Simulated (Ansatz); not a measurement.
# C2H2FSi, SMILES C#C[SiH]F: a rigid scan of one bond length

Computed with Ansatz 0.2.0 through its Python package.

Typed at the interpreter:
```pycon
>>> import warnings
>>> import ansatz as az
>>> import numpy as np
>>> BASIS = 'def2-SVP'
>>> XC = 'b3lyp'
>>> DISPERSION = 'd3bj'
>>> GEOMETRY = '''
... C     0.16110   -0.71670   -1.60320
... C     0.19840   -0.22380   -0.50610
... Si    0.30360    0.47980    1.20920
... F    -0.47870   -0.41110    2.20570
... H     0.02850   -1.08180   -2.61590
... H    -0.17080    1.88950    1.26410
... '''
>>> warnings.simplefilter('ignore', az.DeckWarning)
>>> molecule = az.Crystal.molecule()
>>> for line in GEOMETRY.strip().splitlines():
...     symbol, *xyz = line.split()
...     molecule = molecule.atom(symbol, [float(v) for v in xyz])
...
>>> symbols = [site.symbol for site in molecule.cartesian_sites]
>>> start = np.array([site.position_ang for site in molecule.cartesian_sites])
>>> axis = (start[5] - start[2]) / np.linalg.norm(start[5] - start[2])
>>> moving = [5]
>>> lengths, energies = [1.31, 1.369, 1.429, 1.488, 1.548, 1.607, 1.667, 1.756], []
>>> for length in lengths:
...     xyz = start.copy()
...     xyz[moving] += (length - np.linalg.norm(start[5] - start[2])) * axis
...     point = az.Crystal.molecule()
...     for symbol, place in zip(symbols, xyz):
...         point = point.atom(symbol, place.tolist())
...     base = (
...         point.calculation()
...         .basis(gaussian=BASIS)
...         .functional(XC, dispersion=DISPERSION)
...         .spin('collinear', total=1)
...         .accuracy('medium')
...     )
...     report = base.run(threads=1, backend='cpu').report
...     energies.append(report['free_energy_ev'])
...     print(f'r = {length:6.3f} A  E = {energies[-1]:.5f} eV  <S^2> = {abs(report["mean_field"]["state"]["spin_squared"]):.3f}')
...
r =  1.310 A  E = -12693.19508 eV  <S^2> = 0.753
r =  1.369 A  E = -12693.41615 eV  <S^2> = 0.753
r =  1.429 A  E = -12693.53521 eV  <S^2> = 0.753
r =  1.488 A  E = -12693.57155 eV  <S^2> = 0.753
r =  1.548 A  E = -12693.54565 eV  <S^2> = 0.753
r =  1.607 A  E = -12693.47357 eV  <S^2> = 0.753
r =  1.667 A  E = -12693.36539 eV  <S^2> = 0.753
r =  1.756 A  E = -12693.16204 eV  <S^2> = 0.753
>>> fit = np.polynomial.Polynomial.fit(lengths, np.array(energies) - min(energies), 4).convert()
>>> roots = [r.real for r in fit.deriv().roots() if abs(r.imag) < 1e-9 and fit.deriv(2)(r.real) > 0]
>>> r_e = min(roots, key=lambda r: abs(r - lengths[int(np.argmin(energies))]))
>>> print(f'minimum of the fit at {r_e:.4f} A, force constant {fit.deriv(2)(r_e):.2f} eV/A^2')
minimum of the fit at 1.4906 A, force constant 17.44 eV/A^2
```

What to keep in mind:
- The settings weren't tested for convergence.
- The rest of the molecule is held rigid at a force-field or estimated start geometry, and the basis set is modest; single-reference methods fail as a bond breaks.
- The run takes the species as open-shell (spin multiplicity 2), which needn't be its ground state.
- b3lyp holds the VWN-RPA fit, as in Gaussian; the form of ORCA and Turbomole is b3lyp5.
- Hardware and time: 22 s on 1 thread of Intel(R) Xeon(R) Platinum 8488C (Sapphire Rapids), with other jobs on the host, peak memory 0.24 GiB.
